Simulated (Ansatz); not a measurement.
# C₂H₇BO₂Se: geometry optimisation

What shape does C₂H₇BO₂Se take? The plan is to relax it.

The runs use Ansatz 0.2.0, Gaussian basis; RKS PBE0-D4/def2-TZVP.

The runs, in order: relaxation at PBE0-D4/def2-TZVP.

1 further run of the same task is left out (set aside as unsound or not needed).

### 1 Where the work starts

13 atoms, charge 0, spin multiplicity 1.

Atoms are counted from 1 here; the program's logs count them from 0.

Bond lengths: C1–C2 1.514 Å, C1–H7 1.089 Å, C1–H8 1.089 Å, C1–H9 1.088 Å, C2–Se3 1.987 Å, C2–H10 1.089 Å, C2–H11 1.089 Å, Se3–B4 1.960 Å, B4–O5 1.346 Å, B4–O6 1.342 Å, O5–H12 0.956 Å, O6–H13 0.957 Å. Angles: C2–C1–H7 109.7°, C2–C1–H8 110.5°, C2–C1–H9 110.5°, H7–C1–H8 108.8°, H7–C1–H9 108.9°, H8–C1–H9 108.3°, C1–C2–Se3 111.6°, C1–C2–H10 111.9°, C1–C2–H11 111.7°, Se3–C2–H10 106.1°, Se3–C2–H11 106.2°, H10–C2–H11 109.1°, C2–Se3–B4 99.1°, Se3–B4–O5 123.4°, Se3–B4–O6 115.6°, O5–B4–O6 121.0°, B4–O5–H12 118.6°, B4–O6–H13 116.1°.

As a file:

```xyz
13

C    -1.2816    2.0178    0.3816
C    -0.3096    0.9778   -0.1347
Se   -0.2550   -0.6203    1.0447
B     0.8981   -1.7711   -0.0459
O     1.2656   -3.0126    0.3213
O     1.3102   -1.2440   -1.2090
H    -1.2746    2.8851   -0.2763
H    -1.0035    2.3355    1.3850
H    -2.2901    1.6120    0.4193
H    -0.5904    0.6146   -1.1222
H     0.7089    1.3615   -0.1724
H     0.9549   -3.3529    1.1590
H     1.8672   -1.8033   -1.7506
```

The start is a GFN2-xTB geometry.

### 2 Relaxation at PBE0-D4/def2-TZVP

Contents of in.yaml:

```yaml
crystal:
  periodic: [false, false, false]
  atoms:
    - {symbol: C, position_ang: [-1.281610, 2.017780, 0.381650]}
    - {symbol: C, position_ang: [-0.309650, 0.977760, -0.134710]}
    - {symbol: Se, position_ang: [-0.254970, -0.620350, 1.044720]}
    - {symbol: B, position_ang: [0.898060, -1.771100, -0.045910]}
    - {symbol: O, position_ang: [1.265600, -3.012650, 0.321310]}
    - {symbol: O, position_ang: [1.310190, -1.243960, -1.208960]}
    - {symbol: H, position_ang: [-1.274610, 2.885080, -0.276290]}
    - {symbol: H, position_ang: [-1.003520, 2.335480, 1.385020]}
    - {symbol: H, position_ang: [-2.290110, 1.612000, 0.419310]}
    - {symbol: H, position_ang: [-0.590380, 0.614570, -1.122190]}
    - {symbol: H, position_ang: [0.708940, 1.361540, -0.172360]}
    - {symbol: H, position_ang: [0.954870, -3.352860, 1.159000]}
    - {symbol: H, position_ang: [1.867200, -1.803280, -1.750580]}
basis:
  gaussian: {orbitals: def2-TZVP}
hamiltonian: {xc: pbe0, dispersion: d4}
relax: {f_tol: 0.005, max_steps: 150}
```

The run is started by

```sh
$ ansatz run in.yaml --threads 2 --pin off --events-out ev --progress --plain --max-ram 22528MiB --backend cuda --devices 0, --max-vram 18GiB
```

**Question.** What will the summary of the whole plan be? Wanted: point group; shift from the start; total energy; dispersion term; dipole moment.

As calculated:

```
                  quantity           value
               point group              Cs
                     steps              15
shift from the start (rms)         0.097 Å
              total energy  -72299.3124 eV
           dispersion term        -239 meV
             dipole moment          0.51 D
```

**Reading.** The atoms moved 0.10 Å (rms) from the start; the bond that changed most is C2–Se3, from 1.987 to 1.964 Å. No vibrations were run, so it is not proven to be a minimum. The largest Mulliken charge, -0.42 e, sits on O6.
